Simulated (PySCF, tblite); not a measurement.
**CH₁₀OSi₃: geometry, infrared bands and NMR shifts**

Wanted: the infrared bands and NMR shifts of CH₁₀OSi₃ (`O[SiH2]C([SiH3])[SiH3]`), by calculation.

Programs: tblite 0.8.0 and PySCF 2.14.0, with density-fitted response routines of our own. Each step states its level of theory. These are calculated values for one molecule in the gas phase, unless marked as measured. Atoms are numbered from 0 throughout.

### Step 1. The starting structure

15 atoms, charge 0, multiplicity 1; geometry from: force field or distance geometry start.

Bonds of the start (Å): O0–Si1 1.73, Si1–C2 1.86, C2–Si3 1.87, C2–Si4 1.87, O0–H5 1.00, Si1–H6 1.45, Si1–H7 1.48, C2–H8 1.11, Si3–H9 1.48, Si3–H10 1.48, Si3–H11 1.45, Si4–H12 1.47, Si4–H13 1.47, Si4–H14 1.46.

### Step 2. Optimising the geometry with GFN2-xTB

The job: settings as JSON, then the geometry in Å.

```
{"job": {"kind": "relax", "xc": "GFN2-xTB", "basis": "xTB"}, "charge": 0, "multiplicity": 1}
O      2.835500     0.325000    -0.207100
Si     1.384000    -0.451100    -0.749300
C     -0.012400     0.033900     0.378700
Si    -0.824700     1.645200    -0.120500
Si    -1.359900    -1.259300     0.454800
H      2.922800     0.184900     0.775700
H      1.158200    -0.161900    -2.152800
H      1.620600    -1.892500    -0.483700
H      0.412500     0.134700     1.399000
H     -0.310500     2.698000     0.786100
H     -2.291000     1.577000     0.030400
H     -0.503400     1.942900    -1.504500
H     -1.111000    -2.221900    -0.633000
H     -2.679600    -0.648200     0.238600
H     -1.245500    -1.898600     1.765700
```

Run with:

```bash
> OMP_NUM_THREADS=1 python probes_run.py task.json out
```

One launch serves the whole session: the jobs run in the order shown.

**Question.** This job is followed by: GFN2-xTB harmonic vibrations, gas phase; GIAO PBE0/pcSseg-1 NMR shielding, non-relativistic, gas phase. What will the session give for the following? strongest single infrared mode (GFN2-xTB); zero-point energy (GFN2-xTB); 13C shifts against TMS (PBE0/pcSseg-1); 1H shifts against TMS (PBE0/pcSseg-1, means over atoms taken as alike); 17O shifts against H2O (PBE0/pcSseg-1); 29Si shifts against TMS (PBE0/pcSseg-1, means over atoms taken as alike); surface potential, 1st and 99th percentile.

As calculated:

| quantity | value |
| --- | --- |
| strongest single infrared mode (GFN2-xTB) | 2230 cm⁻¹, 774 km/mol |
| zero-point energy (GFN2-xTB) | 59.1 kcal/mol |
| 13C shifts against TMS (PBE0/pcSseg-1) | -9.9 ppm |
| 1H shifts against TMS (PBE0/pcSseg-1, means over atoms taken as alike) | 5.07, 4.02, 0.89, -0.55 ppm |
| 17O shifts against H2O (PBE0/pcSseg-1) | 29.5 ppm |
| 29Si shifts against TMS (PBE0/pcSseg-1, means over atoms taken as alike) | -16.8, -75.4 ppm |
| surface potential, 1st and 99th percentile | -1.31 V and 2.29 V |

What this shows: Over 119 steps the energy fell by 0.559 eV; of the close pairs, O0–Si1 changed most, 1.733 to 1.628 Å. No mode is imaginary among the 39: a minimum at this level. The strongest single mode, at 2230 cm⁻¹, is spread over several atoms, H14, H10, H13 among them. GFN2-xTB is a fitted tight-binding method: band positions and strengths are rough. Its intensities can rank the bands wrongly. At PBE0/pcSseg-1: The widest tensor belongs to Si1: span 100 ppm, with a paramagnetic part of -513 ppm.
